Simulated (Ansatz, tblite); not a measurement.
# The cluster Ti2Se4: a ladder of methods and basis sets

How do method and basis change the picture of the cluster Ti2Se4 (singlet)?

Method: as each input shows; program: Ansatz 0.2.0, Gaussian basis.

The runs, in order: GFN1-xTB, GFN2-xTB, PBE-D4/def2-TZVP, r2SCAN-D4/def2-TZVP, B2PLYP/def2-TZVP, r2SCANh-D4/def2-TZVP, HF/def2-TZVP, PBE-D4/def2-SVP, PBE0-D4/def2-SVP, HF/STO-3G, HF/6-31G, B3LYP-D4/6-31G, PBE0-D4/def2-TZVPD, PBE-D4/def2-TZVPD, r2SCAN-D4/def2-TZVPD, MP2/def2-TZVP, RPA/def2-TZVP.

## (1) The structure

The geometry is that of the singlet, from an earlier relaxation (PBE0-D4/def2-SVP). At that level it is the lowest of the isomers that a small search found.

6 atoms, charge 0, spin multiplicity 1.

Bond lengths: Ti1–Se3 2.407 Å, Ti1–Se4 2.407 Å, Ti1–Se5 2.784 Å, Ti1–Se6 2.374 Å, Ti2–Se3 2.388 Å, Ti2–Se4 2.388 Å, Ti2–Se5 2.419 Å, Se5–Se6 2.416 Å. Angles: Se3–Ti1–Se4 102.7°, Se3–Ti1–Se5 90.8°, Se3–Ti1–Se6 121.3°, Se4–Ti1–Se5 90.8°, Se4–Ti1–Se6 121.3°, Se5–Ti1–Se6 55.2°, Se3–Ti2–Se4 103.9°, Se3–Ti2–Se5 100.8°, Se4–Ti2–Se5 100.8°, Ti1–Se3–Ti2 59.8°, Ti1–Se4–Ti2 59.8°, Ti1–Se5–Ti2 54.1°, Ti1–Se5–Se6 53.8°, Ti2–Se5–Se6 107.9°, Ti1–Se6–Se5 71.1°.

No spin-orbit coupling is included.

PBE0-D4/def2-TZVP was run before; its log isn't repeated, and its numbers join the tables.

## (2) GFN1-xTB

Tight binding, by tblite at 300 K electronic temperature and without a spin-polarisation term:

```python
tblite.interface.Calculator('GFN1-xTB', numbers, positions, charge=0, uhf=0).singlepoint()
```

Energy -437.5998 eV, HOMO -9.82 eV, LUMO -9.45 eV; 0.014 s.

## (3) GFN2-xTB

Tight binding, by tblite at 300 K electronic temperature and without a spin-polarisation term:

```python
tblite.interface.Calculator('GFN2-xTB', numbers, positions, charge=0, uhf=0).singlepoint()
```

Energy -434.8580 eV, HOMO -10.35 eV, LUMO -10.00 eV; 0.014 s.

## (4) PBE-D4/def2-TZVP

start.molden holds the orbitals of an earlier run on this state, given as this run's starting guess.

in.yaml reads:

```yaml
crystal:
  periodic: [false, false, false]
  atoms:
    - {symbol: Ti, position_ang: [0.634178, -0.539038, -0.619072]}
    - {symbol: Ti, position_ang: [0.124770, 0.773178, 1.312533]}
    - {symbol: Se, position_ang: [1.615020, 1.641509, -0.338972]}
    - {symbol: Se, position_ang: [0.825985, -1.493466, 1.582628]}
    - {symbol: Se, position_ang: [-1.884269, 0.473885, -0.000713]}
    - {symbol: Se, position_ang: [-1.315695, -0.856067, -1.936404]}
basis:
  gaussian: {orbitals: def2-TZVP, initial_orbitals: start.molden}
hamiltonian: {xc: pbe, dispersion: d4}
scf: {omitted_lower_state_checks: [starts]}
output: {orbitals: {seedname: orbitals}}
```

Command:

```console
ansatz run in.yaml --threads 4 --pin off --events-out ev --progress --plain --max-ram 8704MiB
```

Further steps of the session: r2SCAN-D4/def2-TZVP; B2PLYP/def2-TZVP; r2SCANh-D4/def2-TZVP; HF/def2-TZVP; PBE-D4/def2-SVP; PBE0-D4/def2-SVP; HF/STO-3G; HF/6-31G; B3LYP-D4/6-31G; PBE0-D4/def2-TZVPD; PBE-D4/def2-TZVPD; r2SCAN-D4/def2-TZVPD; MP2/def2-TZVP; RPA/def2-TZVP.

Before running them: what should the planned runs give, taken together? Wanted: gap in def2-TZVP, named functionals and Hartree-Fock, smallest and largest; correlation energy, MP2/def2-TZVP; binding an atom, functionals in def2-TZVP; PBE0 total energy, smallest basis above largest.

**Answer**, as computed:

| quantity | value |
| --- | --- |
| gap in def2-TZVP, named functionals and Hartree-Fock, smallest and largest | 1.07 eV (PBE-D4), 7.34 eV (HF) |
| correlation energy, MP2/def2-TZVP | -52.57 eV |
| binding an atom, functionals in def2-TZVP | 3.47 (PBE0-D4) to 3.52 eV (B2PLYP) |
| PBE0 total energy, smallest basis above largest | 38.03 eV (def2-SVP, def2-TZVPD) |

In words: Over the named functionals and Hartree-Fock in def2-TZVP the gap runs from 1.07 eV (PBE-D4) to 7.34 eV (HF); exact exchange widens it.
